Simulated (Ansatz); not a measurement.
Geometry optimisation, DFT PBE-D3(BJ), scalar-relativistic, plane waves, PAW in Ansatz.

The input (input.yaml):

```yaml
crystal:
  lattice:
    - [-2.44575, 4.236163, 5.3885]
    - [4.8915, 0.0, 5.3885]
    - [4.8915, 8.472327, 0.0]
  atoms:
    - { symbol: Si, position: [0.09948331, 0.56718336, 0.9502583] }
    - { symbol: Si, position: [0.40051667, 0.93281666, 0.03359167] }
    - { symbol: Si, position: [-1.0e-08, 1.0e-08, 0.26614999] }
    - { symbol: O, position: [0.32059998, 0.46300002, 0.97509997] }
    - { symbol: O, position: [0.93173334, 0.51853332, 0.10533335] }
    - { symbol: O, position: [0.92306667, 0.19386666, 0.33186667] }
    - { symbol: O, position: [0.1794, 0.037, 0.1169] }
    - { symbol: O, position: [0.56826667, 0.98146666, 0.08046668] }
    - { symbol: O, position: [0.57693334, 0.30613333, 0.14033334] }
    - { symbol: Si, position: [0.09948332, 0.56718334, 0.45025832] }
    - { symbol: Si, position: [0.40051666, 0.93281668, 0.53359165] }
    - { symbol: Si, position: [-2.0e-08, 2.0e-08, 0.76614997] }
    - { symbol: O, position: [0.32059999, 0.46300001, 0.47509999] }
    - { symbol: O, position: [0.93173333, 0.51853334, 0.60533333] }
    - { symbol: O, position: [0.92306666, 0.19386668, 0.83186665] }
    - { symbol: "N", position: [0.42306666, -0.30613332, 0.58186665] }
    - { symbol: O, position: [0.56826666, 0.98146667, 0.58046666] }
    - { symbol: O, position: [0.57693332, 0.30613334, 0.64033332] }
    - { symbol: Si, position: [0.59948334, 0.06718333, 0.20025834] }
    - { symbol: Si, position: [0.90051667, 0.43281666, 0.28359168] }
    - { symbol: Si, position: [0.49999999, 0.50000001, 0.51614999] }
    - { symbol: O, position: [0.82060001, 0.96299999, 0.22510001] }
    - { symbol: O, position: [0.43173333, 0.01853334, 0.35533333] }
    - { symbol: O, position: [0.6794, 0.537, 0.3669] }
    - { symbol: O, position: [0.06826666, 0.48146667, 0.33046665] }
    - { symbol: O, position: [0.07693332, 0.80613334, 0.39033332] }
    - { symbol: Si, position: [0.59948332, 0.06718334, 0.70025832] }
    - { symbol: Si, position: [0.90051666, 0.43281667, 0.78359165] }
    - { symbol: Si, position: [0.50000001, 0.49999999, 0.01615001] }
    - { symbol: O, position: [0.82059999, 0.96300001, 0.72509999] }
    - { symbol: O, position: [0.43173332, 0.01853335, 0.85533331] }
    - { symbol: O, position: [0.42306667, 0.69386666, 0.08186667] }
    - { symbol: O, position: [0.67939999, 0.53700001, 0.86689998] }
    - { symbol: O, position: [0.06826664, 0.48146669, 0.83046663] }
    - { symbol: O, position: [0.07693331, 0.80613336, 0.8903333] }
total_charge: 1
basis:
  ecutwfc: 420.0
kpoints:
  mp_grid: { grid: [2, 2, 2] }
hamiltonian:
  xc: pbe
  dispersion: d3bj
  pseudopotentials: { kind: paw, azcp: { folder: soft_1 } }
scf:
  occupations: { method: gaussian, width: 0.05 }
  lower_state_search: "off"
relax:
  f_tol: 0.03
  max_steps: 60
  adjacent_minimum: "off"
```

Command:

```bash
$ ansatz run input.yaml --threads 4 --pin off --max-ram 10240MiB --backend cpu --events-out ev --progress --plain --runs-dir out
```

Q: Where does it end, and by what steps?

A: The run converged. Limits of this set-up: no spin, though dangling bonds at a vacancy may carry it, a small cell, in which the defect meets its images, a typed lattice constant that wasn't relaxed here, charged cell in a uniform background, uncorrected. After 13 steps the energy has fallen by 3.291 eV; Si12 moved furthest, 1.19 Å. Joined: O8–Si12 (3.58 → 1.84 Å).

```json
{"step": "0", "energy less start (eV)": "0.0000", "largest force component (eV/Å)": "2.972", "accepted": "yes"}
{"step": "1", "energy less start (eV)": "-0.4497", "largest force component (eV/Å)": "2.108", "accepted": "yes"}
{"step": "2", "energy less start (eV)": "-1.5968", "largest force component (eV/Å)": "2.131", "accepted": "yes"}
{"step": "3", "energy less start (eV)": "-2.1681", "largest force component (eV/Å)": "1.189", "accepted": "yes"}
{"step": "4", "energy less start (eV)": "-2.5349", "largest force component (eV/Å)": "0.627", "accepted": "yes"}
{"step": "5", "energy less start (eV)": "-2.6976", "largest force component (eV/Å)": "0.504", "accepted": "yes"}
{"step": "6", "energy less start (eV)": "-2.9258", "largest force component (eV/Å)": "0.684", "accepted": "yes"}
{"step": "7", "energy less start (eV)": "-3.1204", "largest force component (eV/Å)": "1.245", "accepted": "yes"}
{"step": "8", "energy less start (eV)": "-3.2478", "largest force component (eV/Å)": "0.549", "accepted": "yes"}
{"step": "9", "energy less start (eV)": "-3.2174", "largest force component (eV/Å)": "0.624", "accepted": "no"}
{"step": "10", "energy less start (eV)": "-3.2764", "largest force component (eV/Å)": "0.314", "accepted": "yes"}
{"step": "11", "energy less start (eV)": "-3.2899", "largest force component (eV/Å)": "0.117", "accepted": "yes"}
{"step": "12", "energy less start (eV)": "-3.2906", "largest force component (eV/Å)": "0.043", "accepted": "yes"}
{"step": "13", "energy less start (eV)": "-3.2908", "largest force component (eV/Å)": "0.006", "accepted": "yes"}
```

```xyz
35
Lattice="-2.4457 4.2362 5.3885 4.8915 0.0000 5.3885 4.8915 8.4723 0.0000" Properties=species:S:1:pos:R:3
Si 7.199 8.477 3.484
Si 3.711 1.958 7.288
Si 1.253 2.385 0.165
O 6.321 9.604 4.237
O 0.678 4.816 7.586
O 0.359 6.860 5.939
O 0.372 2.118 1.531
O 3.436 2.952 8.755
O 0.739 3.573 4.850
Si 4.652 4.225 3.560
Si 5.648 6.254 7.328
Si 4.548 6.812 -0.819
O 3.664 5.391 4.092
O 3.151 9.009 7.736
O 2.876 11.000 5.957
N 0.542 6.681 0.424
O 6.323 7.147 8.461
O 3.288 7.920 4.776
Si -0.352 4.218 3.888
Si 1.326 6.231 7.102
Si 3.851 6.477 5.318
O 3.564 5.274 9.996
O 0.348 4.817 2.563
O 2.821 5.994 6.531
O 3.752 3.001 2.991
O 5.611 3.667 4.752
Si 2.381 8.372 3.542
Si 3.778 10.389 7.186
Si 1.339 2.185 5.453
O 6.382 9.664 9.411
O 3.320 8.926 2.317
O 2.785 2.557 6.120
O 5.273 10.085 6.627
O 6.241 7.283 2.960
O 8.347 7.970 4.546
```

Whether the end is a true minimum wasn't checked by a vibrational analysis.

Run time: 93 s on 4 threads of Arm Neoverse V1 (shared host), peak memory 1.5 GiB.
